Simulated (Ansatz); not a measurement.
**Cl₂FHNNb: a ladder of functionals and wavefunction methods**

An exercise on one series of results from a longer session: the logs are not shown, and one member is left open.

Program: Ansatz 0.2.0, Gaussian basis. Level of theory: functionals in def2-TZVPP, the program's frozen cores in correlated methods. These are calculated values, not measurements.

The runs, in order: LDA (SPW92), PBE-D4, revPBE-D4, BLYP-D4, r2SCAN-D4, B97M-V, PBE0-D4, B3LYP-D4, r2SCANh-D4, r2SCAN0-D4, HSE06-D4, BHLYP-D4, CAM-B3LYP-D4, LC-ωPBE, ωB97X-V, ωB97M-V, B2PLYP, PBE-QIDH; CCSD(T)/def2-SVP; CCSD(T)/def2-TZVPP; MP2/def2-QZVPP; extrapolation to the limit; RPA on PBE.

**The relaxed structure**

The geometry comes from an earlier relaxation with PBE0-D4 in a triple-zeta def2 set; it is a stationary point. Nb takes the def2 core potential; no spin-orbit term is included.

SMILES `[NH]=[Nb]([F])([Cl])[Cl]`, 6 atoms, charge 0, spin multiplicity 1.

Atoms are counted from 1 here; the program's logs count them from 0.

Bond lengths: N1–Nb2 1.725 Å, N1–H6 1.010 Å, Nb2–F3 1.858 Å, Nb2–Cl4 2.287 Å, Nb2–Cl5 2.287 Å. Angles: Nb2–N1–H6 179.6°, N1–Nb2–F3 107.4°, N1–Nb2–Cl4 107.1°, N1–Nb2–Cl5 107.2°, F3–Nb2–Cl4 111.6°, F3–Nb2–Cl5 111.6°, Cl4–Nb2–Cl5 111.6°.

Set-up of the first run:

in.yaml reads:

```yaml
crystal:
  periodic: [false, false, false]
  atoms:
    - {symbol: N, position_ang: [-0.523816, 0.526399, 1.051886]}
    - {symbol: Nb, position_ang: [0.238969, -0.227384, -0.299450]}
    - {symbol: F, position_ang: [1.626691, -1.274217, 0.357412]}
    - {symbol: Cl, position_ang: [-1.348091, -1.495880, -1.348453]}
    - {symbol: Cl, position_ang: [1.013811, 1.443019, -1.655011]}
    - {symbol: H, position_ang: [-0.965463, 0.963962, 1.847517]}
basis:
  gaussian: {orbitals: def2-TZVPP}
hamiltonian: {xc: lda}
output: {orbitals: {seedname: orbitals}}
```

Steps of the session up to this table: LDA; PBE-D4 (GGA); revPBE-D4 (GGA); BLYP-D4 (GGA); r2SCAN-D4 (meta-GGA); B97M-V (meta-GGA); PBE0-D4 (hybrid); B3LYP-D4 (hybrid); r2SCANh-D4 (hybrid); r2SCAN0-D4 (hybrid); HSE06-D4 (hybrid); BHLYP-D4 (hybrid); CAM-B3LYP-D4 (range-separated); LC-ωPBE-D4 (range-separated; the results give it without D4); ωB97X-V (range-separated); ωB97M-V (range-separated); B2PLYP (double hybrid); PBE-QIDH (double hybrid).

One of the session's tables, all rows but one given; the rest of the session is left out.

It belongs to the step «Frontier levels by functional». 

| functional | HOMO (eV) | LUMO (eV) | gap (eV) |
| --- | --- | --- | --- |
| LDA (SPW92) | -7.59 | -3.54 | 4.05 |
| PBE-D4 | -7.40 | -3.30 | 4.10 |
| revPBE-D4 | -7.33 | -3.21 | 4.12 |
| BLYP-D4 | -7.23 | -3.19 | 4.05 |
| r2SCAN-D4 | ? | ? | ? |
| B97M-V | -7.75 | -3.20 | 4.55 |
| PBE0-D4 | -8.76 | -2.56 | 6.21 |
| B3LYP-D4 | -8.49 | -2.76 | 5.73 |
| r2SCANh-D4 | -8.23 | -2.96 | 5.27 |
| r2SCAN0-D4 | -8.98 | -2.51 | 6.47 |
| HSE06-D4 | -8.36 | -2.93 | 5.43 |
| BHLYP-D4 | -9.96 | -1.64 | 8.32 |
| CAM-B3LYP-D4 | -10.10 | -1.49 | 8.62 |
| LC-ωPBE | -11.50 | -0.36 | 11.14 |
| ωB97X-V | -11.11 | -0.42 | 10.69 |
| ωB97M-V | -10.98 | -0.46 | 10.52 |

**Question.** Estimate the row for r2SCAN-D4.

Worked estimate for «HOMO (eV)». Against the share of exact exchange, r2SCANh-D4 (0.1, -8.23), r2SCAN0-D4 (0.25, -8.98) give a slope of -5.00 per unit share; at 0 the line stands at -7.73.

The run gave: HOMO (eV): -7.72; LUMO (eV): -3.25; gap (eV): 4.48. In «HOMO (eV)» the line misses by -0.01.
